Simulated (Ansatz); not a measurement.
# Bi3B: the cost of one run

Program: Ansatz 0.2.0. Level of theory: DFT PBE, scalar-relativistic, plane waves, PAW. These are calculated values, not measurements.

1 further run of the same task is left out (it didn't finish).

## Step 1: The starting structure

Symmetry: Pm-3m, No. 221, cubic system. The conventional cell has a = 4.587 Å, b = 4.587 Å, c = 4.587 Å, α = 90.00°, β = 90.00°, γ = 90.00°. Around B (site symmetry m-3m) lie 12 Bi at 3.24 Å. Bi (site symmetry 4/mmm) has 4 B at 3.24 Å and 8 Bi at 3.24 Å as nearest neighbours.

Coordinates:

```cif
data_structure
_symmetry_space_group_name_H-M 'P 1'
_symmetry_Int_Tables_number 1
_cell_length_a 4.5872
_cell_length_b 4.5872
_cell_length_c 4.5872
_cell_angle_alpha 90.000
_cell_angle_beta 90.000
_cell_angle_gamma 90.000
_cell_volume 96.52
loop_
_atom_site_label
_atom_site_type_symbol
_atom_site_fract_x
_atom_site_fract_y
_atom_site_fract_z
_atom_site_occupancy
B1 B 0.00000 0.00000 0.00000 1
Bi1 Bi 0.00000 0.50000 0.50000 1
Bi2 Bi 0.50000 0.00000 0.50000 1
Bi3 Bi 0.50000 0.50000 0.00000 1
```

This is candidate A: Cu3Au (L1_2) type (Pm-3m, No. 221).

(A quick probe on a coarse mesh, which set the mesh and smearing, is not shown.)

## Step 3: Coarse relaxation (candidate A)

input.yaml reads:

```yaml
crystal:
  lattice:
    - [4.5871815249, 0.0, 0.0]
    - [0.0, 4.5871815249, 0.0]
    - [0.0, 0.0, 4.5871815249]
  atoms:
    - { symbol: B, position: [0.0, 0.0, 0.0] }
    - { symbol: Bi, position: [0.0, 0.5, 0.5] }
    - { symbol: Bi, position: [0.5, 0.0, 0.5] }
    - { symbol: Bi, position: [0.5, 0.5, 0.0] }
basis:
  ecutwfc: 420
kpoints:
  mp_grid: { grid: [4, 4, 4] }
hamiltonian:
  xc: pbe
scf:
  occupations: { method: gaussian, width: 0.1 }
  lower_state_search: "off"
output:
  forces: true
  stress: true
  eigenvalues: true
relax:
  adjacent_minimum: "off"
  f_tol: 0.04
  max_steps: 70
  cell: { stress_tol: 0.4 }
```

Command:

```console
> ansatz run input.yaml --threads 1 --pin off --max-ram 2560MiB --backend cpu --events-out ev --progress --plain --runs-dir out
```

**Question.** How long does this run take on 1 thread of Arm Neoverse V2, shared host, and how much memory does it need?

About 4.8 s, with a peak of 0.35 GiB.
